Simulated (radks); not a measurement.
# Exchange and kinetic functionals tested on atomic densities: Cd⁺, As, Dy³⁷⁺, Yb, Sb³⁺, O⁷⁺

The task here is to estimate one member of a computed series from the others.

The numbers are computed with radks (a radial shooting solver on a logarithmic mesh, Libxc functionals) version 1 (non-relativistic Kohn-Sham, LDA (Slater exchange, Perdew-Wang correlation), spin-polarised, spherical densities, point nucleus; open shells are filled with parallel spins first), except any that are marked as measured or tabulated.

## The system

| Item | Value |
| --- | --- |
| species | Cd⁺ ([Kr] 4d10 5s1), As ([Ar] 3d10 4s2 4p3), Dy³⁷⁺ ([Ar] 3d10 4s1), Yb ([Xe] 4f14 6s2), Sb³⁺ ([Kr] 4d10 5s2), O⁷⁺ (1s1) |

Set-up of the first run:

The run's settings:

```text
Z 48
configuration [Kr] 4d10 5s1
relativity non-relativistic
functional lda,pw
spin polarised
nucleus point
```

Steps of the session up to this table: Cd⁺, [Kr] 4d10 5s1.

One table of the session follows, with a row left open; its other results are not shown here.

It belongs to the step «Cd⁺, [Kr] 4d10 5s1». Radial moments (bohr):

```
  level     <r>  outermost maximum (interpolated)  90 % within  nodes
  4s up  0.9099                             0.821         1.32      3
4s down       ?                                 ?            ?      ?
  4p up  0.9739                             0.856         1.44      2
4p down  0.9729                             0.856         1.44      2
  4d up   1.267                             0.975         2.02      1
4d down   1.256                             0.974         1.99      1
  5s up   2.720                              2.32         4.01      4
5s down   2.733                              2.31         4.05      4
```

Estimate the missing values for 4s down.

The run gave: <r>: 0.9095; outermost maximum (interpolated): 0.821; 90 % within: 1.32; nodes: 3. In the column «<r>» it is the lowest.
